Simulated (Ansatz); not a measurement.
# C3H10AlNSi: the cost of one run

Program: Ansatz 0.2.0. Level of theory: RKS PBE0-D4/def2-SVP. These are calculated values, not measurements.

### 1 The structure to begin with

Bond lengths (14 of 16 bonds, heavy atoms first): C1–C2 1.552 Å, C2–N3 1.442 Å, N3–Al4 1.926 Å, C2–C5 1.489 Å, C2–Si6 1.905 Å, C5–Si6 1.920 Å, C1–H7 1.074 Å, C1–H8 1.084 Å, C1–H9 1.177 Å, N3–H10 1.090 Å, Al4–H11 1.602 Å, Al4–H12 1.609 Å, C5–H13 1.153 Å, C5–H14 1.082 Å. Angles (14 of 30 angles, heavy atoms first): C1–C2–N3 115.9°, C1–C2–C5 121.0°, C1–C2–Si6 116.5°, N3–C2–C5 114.3°, N3–C2–Si6 112.4°, C5–C2–Si6 67.7°, C2–N3–Al4 116.4°, C2–C5–Si6 66.5°, C2–Si6–C5 45.8°, C2–C1–H7 110.5°, C2–C1–H8 107.8°, C2–C1–H9 106.8°, C2–N3–H10 107.9°, Al4–N3–H10 106.6°.

Coordinates:

```xyz
16

C    -0.6272   -1.2022    0.8207
C     0.0012    0.1074    0.2739
N     1.3610    0.0058   -0.1939
Al    1.6350   -0.9859   -1.8224
C    -0.8258    1.1068   -0.4565
Si   -0.2973    1.6863    1.2965
H    -0.0253   -1.6060    1.6127
H    -0.7630   -1.8783   -0.0162
H    -1.6753   -0.9141    1.2711
H     1.9448   -0.4955    0.5788
H     1.0142   -0.3208   -3.1412
H     1.3382   -2.5655   -1.7415
H    -1.9537    0.8847   -0.5415
H    -0.3406    1.6686   -1.2431
H    -1.4871    1.6833    2.1669
H     0.6778    2.8027    1.1800
```

### 2 End point A

Contents of input.yaml:

```yaml
crystal:
  periodic: [false, false, false]
  atoms:
    - { symbol: C, position_ang: [-0.6272, -1.2022, 0.8207] }
    - { symbol: C, position_ang: [0.0012, 0.1074, 0.2739] }
    - { symbol: "N", position_ang: [1.361, 0.0058, -0.1939] }
    - { symbol: Al, position_ang: [1.635, -0.9859, -1.8224] }
    - { symbol: C, position_ang: [-0.8258, 1.1068, -0.4565] }
    - { symbol: Si, position_ang: [-0.2973, 1.6863, 1.2965] }
    - { symbol: H, position_ang: [-0.0253, -1.606, 1.6127] }
    - { symbol: H, position_ang: [-0.763, -1.8783, -0.0162] }
    - { symbol: H, position_ang: [-1.6753, -0.9141, 1.2711] }
    - { symbol: H, position_ang: [1.9448, -0.4955, 0.5788] }
    - { symbol: H, position_ang: [1.0142, -0.3208, -3.1412] }
    - { symbol: H, position_ang: [1.3382, -2.5655, -1.7415] }
    - { symbol: H, position_ang: [-1.9537, 0.8847, -0.5415] }
    - { symbol: H, position_ang: [-0.3406, 1.6686, -1.2431] }
    - { symbol: H, position_ang: [-1.4871, 1.6833, 2.1669] }
    - { symbol: H, position_ang: [0.6778, 2.8027, 1.18] }
basis:
  gaussian: { orbitals: def2-SVP }
hamiltonian:
  xc: pbe0
  dispersion: d4
relax:
  f_tol: 0.015
  max_steps: 40
```

Run with:

```console
> ansatz run input.yaml --threads 2 --pin off --max-ram 3072MiB --backend cpu --events-out ev --progress --plain --runs-dir out
```

Q: Estimate wall time and peak memory on 2 threads of AMD EPYC 7B13 (Zen 3), shared host.

About 1.8 min, with a peak of 0.46 GiB.
